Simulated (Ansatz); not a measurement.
# Mg3Re2: the cost of one run

Computed with Ansatz 0.2.0 (DFT PBE, scalar-relativistic, plane waves, PAW, unless a step's input says otherwise).

### 1 The structure to begin with

The structure is cubic, space group Pm-3m (No. 221). The conventional cell has a = 4.376 Å, b = 4.376 Å, c = 4.376 Å, α = 90.00°, β = 90.00°, γ = 90.00°. Mg (site symmetry 4/mmm) is surrounded by 2 Re at 2.19 Å. Re (site symmetry m-3m) is surrounded by 12 Mg at 3.09 Å. Around Re (site symmetry m-3m) lie 6 Mg at 2.19 Å.

Coordinates:

```
CELL_PARAMETERS angstrom
4.37574 0.00000 0.00000
0.00000 4.37574 0.00000
0.00000 0.00000 4.37574
ATOMIC_POSITIONS crystal
Mg 0.50000 0.00000 0.00000
Mg 0.00000 0.50000 0.00000
Mg 0.00000 0.00000 0.50000
Re 0.50000 0.50000 0.50000
Re 0.00000 0.00000 0.00000
```

Recipe of the guess: random cell by space group and Wyckoff sites (Pm-3m, No. 221). Lengths come from tabulated atomic sizes and are only a guess.

### 2 Probe: one point on a coarse mesh

input.yaml

```yaml
crystal:
  lattice:
    - [4.37574031, 0.0, 0.0]
    - [0.0, 4.37574031, 0.0]
    - [0.0, 0.0, 4.37574031]
  atoms:
    - { symbol: Mg, position: [0.5, 0.0, 0.0] }
    - { symbol: Mg, position: [0.0, 0.5, 0.0] }
    - { symbol: Mg, position: [0.0, 0.0, 0.5] }
    - { symbol: Re, position: [0.5, 0.5, 0.5] }
    - { symbol: Re, position: [0.0, 0.0, 0.0] }
basis:
  ecutwfc: 420
kpoints:
  mp_grid: { grid: [4, 4, 4] }
hamiltonian:
  xc: pbe
scf:
  occupations: { method: gaussian, width: 0.1 }
  lower_state_search: "off"
output:
  forces: true
  stress: true
  eigenvalues: true
```

Launch:

```bash
$ ansatz run input.yaml --threads 1 --pin off --max-ram 2048MiB --backend cpu --events-out ev --progress --plain --runs-dir out
```

**Question.** How long does this run take on 1 thread of Arm Neoverse V2, shared host, and how much memory does it need?

About 1.4 s, with a peak of 0.31 GiB.
